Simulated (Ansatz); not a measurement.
Here is an Ansatz 0.2.0 calculation.

The input input.yaml:

```yaml
crystal:
  lattice:
    - [3.15644, 0.0, 0.0]
    - [0.0, 3.15644, 0.0]
    - [0.0, 0.0, 3.15644]
  atoms:
    - { symbol: Nb, position: [0.0, 0.0, 0.0] }
    - { symbol: Si, position: [0.5, 0.5, 0.5] }
hamiltonian:
  xc: r2scan
  pseudopotentials: { kind: paw }
  hubbard: { sites: [{ species: Nb, l: d, u_eff: 6.0 }] }
kpoints:
  mp_grid: { grid: [8, 8, 8] }
scf:
  occupations: { method: fermi_dirac, width: 0.05 }
output:
  forces: true
  stress: true
  eigenvalues: true
relax:
  f_tol: 0.01
  max_steps: 40
  cell: { stress_tol: 0.05 }
```

Potentials or basis: Ansatz PAW.

Command:

```console
$ ansatz run input.yaml --threads 2 --pin off --max-ram 5632MiB --backend cpu --events-out ev --progress --plain --runs-dir out
```

Question: Estimate the band gap on the k mesh.

Answer: None (metal or under the smearing width).

Question: Predict the relaxed cell.

Answer: a = 3.184 Å, b = 3.184 Å, c = 3.184 Å, α = 90.00°, β = 90.00°, γ = 90.00°.

Question: Predict the space group after relaxing (to 0.05 Å).

Answer: Pm-3m (No. 221).

Step by step:
```csv
step,energy change (eV),largest force (eV/Å),volume (Å³)
1,0.0000,0.0000,31.45
2,-0.0036,0.0000,32.93
3,-0.0095,0.0000,32.29
4,-0.0095,0.0000,32.28
5,-0.0099,0.0000,32.28
```

Caveat: the plane-wave basis is chosen anew once the cell has moved, so the energies of steps on either side of that aren't comparable; U without spin polarisation on a metal has little footing; the PAW data sets come from PBE, with cores solved anew for the run's functional, which leaves a small shift of forces and pressure; the U is typed as a test and isn't derived for this compound.
